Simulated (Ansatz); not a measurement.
# C₃H₈BF₂N: how energies converge with the basis set

Aim: see how fast density functionals converge with the basis set for C₃H₈BF₂N.

Computed with Ansatz 0.2.0, Gaussian basis. Level: one geometry, several basis sets.

The runs, in order: PBE0-D4/def2-SVP; ωB97M-V/def2-SVP; PBE0-D4/def2-QZVPP; ωB97M-V/def2-QZVPP; the functionals' def2-TZVPP values are taken from earlier runs.

### 1 Structure used throughout

All runs share one geometry, relaxed beforehand with PBE0-D4 in a triple-zeta def2 set.

15 atoms, charge 0, spin multiplicity 1.

Atoms are counted from 1 here; the program's logs count them from 0.

Bond lengths: C1–C2 1.521 Å, C1–H8 1.095 Å, C1–H9 1.091 Å, C1–H10 1.092 Å, C2–C3 1.521 Å, C2–N4 1.453 Å, C2–H11 1.093 Å, C3–H12 1.091 Å, C3–H13 1.092 Å, C3–H14 1.095 Å, N4–B5 1.390 Å, N4–H15 1.008 Å, B5–F6 1.333 Å, B5–F7 1.332 Å. Angles: C2–C1–H8 110.6°, C2–C1–H9 110.9°, C2–C1–H10 110.9°, H8–C1–H9 108.1°, H8–C1–H10 107.7°, H9–C1–H10 108.5°, C1–C2–C3 111.6°, C1–C2–N4 110.8°, C1–C2–H11 108.6°, C3–C2–N4 110.8°, C3–C2–H11 108.6°, N4–C2–H11 106.2°, C2–C3–H12 110.9°, C2–C3–H13 110.9°, C2–C3–H14 110.6°, H12–C3–H13 108.5°, H12–C3–H14 108.1°, H13–C3–H14 107.7° and more.

### 2 PBE0-D4 in def2-SVP

in.yaml reads:

```yaml
crystal:
  periodic: [false, false, false]
  atoms:
    - {symbol: C, position_ang: [-0.575051, -1.538081, 0.177748]}
    - {symbol: C, position_ang: [0.203847, -0.233364, 0.239581]}
    - {symbol: C, position_ang: [1.530398, -0.337926, -0.496806]}
    - {symbol: N, position_ang: [-0.590012, 0.867021, -0.279308]}
    - {symbol: B, position_ang: [-1.001592, 1.996895, 0.417968]}
    - {symbol: F, position_ang: [-1.730645, 2.941722, -0.175386]}
    - {symbol: F, position_ang: [-0.688256, 2.183630, 1.699362]}
    - {symbol: H, position_ang: [-0.813614, -1.795582, -0.859169]}
    - {symbol: H, position_ang: [-1.512002, -1.458276, 0.731746]}
    - {symbol: H, position_ang: [0.007587, -2.360589, 0.598658]}
    - {symbol: H, position_ang: [0.405264, 0.002624, 1.288005]}
    - {symbol: H, position_ang: [2.090933, 0.595577, -0.422413]}
    - {symbol: H, position_ang: [2.142643, -1.143589, -0.085402]}
    - {symbol: H, position_ang: [1.366278, -0.552701, -1.557608]}
    - {symbol: H, position_ang: [-0.857579, 0.781738, -1.247677]}
basis:
  gaussian: {orbitals: def2-SVP}
hamiltonian: {xc: pbe0, dispersion: d4}
output: {orbitals: {seedname: orbitals}}
```

The run is started by

```sh
> ansatz run in.yaml --threads 4 --pin off --events-out ev --progress --plain --max-ram 11315MiB
```

After this run come: ωB97M-V in def2-SVP; PBE0-D4 in def2-QZVPP; ωB97M-V in def2-QZVPP.

**Question.** What will the summary of the whole plan be? Wanted: PBE0-D4: double and triple zeta above quadruple; ωB97M-V: double and triple zeta above quadruple.

The runs gave:

```
                                       quantity           value
PBE0-D4: double and triple zeta above quadruple  13.12, 0.59 eV
ωB97M-V: double and triple zeta above quadruple  13.51, 0.56 eV
```

In words: For PBE0-D4 the step from double to triple zeta gains 12.53 eV and the next only 0.59 eV. Total energies overstate the basis error of differences, where much of it tends to cancel. The LUMO of ωB97M-V is positive and keeps falling with the basis (3.08 to 1.55 eV): an unbound level that the basis holds in place.
